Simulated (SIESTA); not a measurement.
HfPbO3 under changes of volume

One of the cells (14.638 Å³/atom); the others are scaled copies at fixed shape and fractional positions:

```xyz
5
Lattice="4.1830 0.0000 0.0000 0.0000 4.1830 0.0000 0.0000 0.0000 4.1830" Properties=species:S:1:pos:R:3 pbc="T T T"
Pb    0.0000    0.0000    0.0000
Hf    2.0915    2.0915    2.0915
O     2.0915    2.0915    0.0000
O     2.0915    0.0000    2.0915
O     0.0000    2.0915    2.0915
```

The cell comes from a database or a generator and needn't be the stable form of this composition.

```yaml
Program: SIESTA 5.4.2
Functional: PBEsol
Potentials_or_basis: PseudoDojo 0.4 standard (PBEsol files)
Basis: DZP (energy shift 0.003 Ry; two zetas on semicore shells)
Grid_cutoff: 800 Ry
Energy_shift: 0.003 Ry
k_mesh: 7 × 7 × 7
Occupations: fermi-dirac, width 0.05 eV
Spin: no spin polarisation
```

```tsv
volume (Å³/atom)	energy over the lowest point (meV/atom)	pressure (GPa)	gap on the mesh (eV)
13.490	13.78	8.1	2.79
13.777	3.17	3.8	2.73
14.064	0.00	-0.1	2.66
14.638	12.54	-6.6	2.51
14.925	26.93	-9.4	2.45
15.212	?	?	?
```

**Question.** What does the run at 15.212 Å³/atom give?

**Answer.** Energy over the lowest point 46.11 meV/atom; pressure -11.9 GPa; gap on the mesh 2.38 eV.

Worked out: A Birch-Murnaghan fit of order 3 (a polynomial in V^(-2/3)) to the other rows has its minimum at 14.05 Å³/atom with B0 = V·E''(V) = 180 GPa and B' = 4.8. It gives 45.91 meV/atom at 15.212 Å³/atom, against the run's 46.11, and -dE/dV = -11.8 GPa, against -11.9. A straight line through the other rows of the gap, of slope -3.44 eV per unit of ln V, extrapolates to 2.38 eV, against the run's 2.38.

Energies are extrapolated to zero smearing.

Caveats: short orbitals over semicore shells can move pressures by several GPa; spin-orbit coupling is left out, which as a rule narrows the gap of such compounds by several tenths of an eV; an odd mesh through Γ misses points on the zone boundary, where band edges often lie; the basis of atomic orbitals isn't converged, which shifts pressures, moduli and gaps.
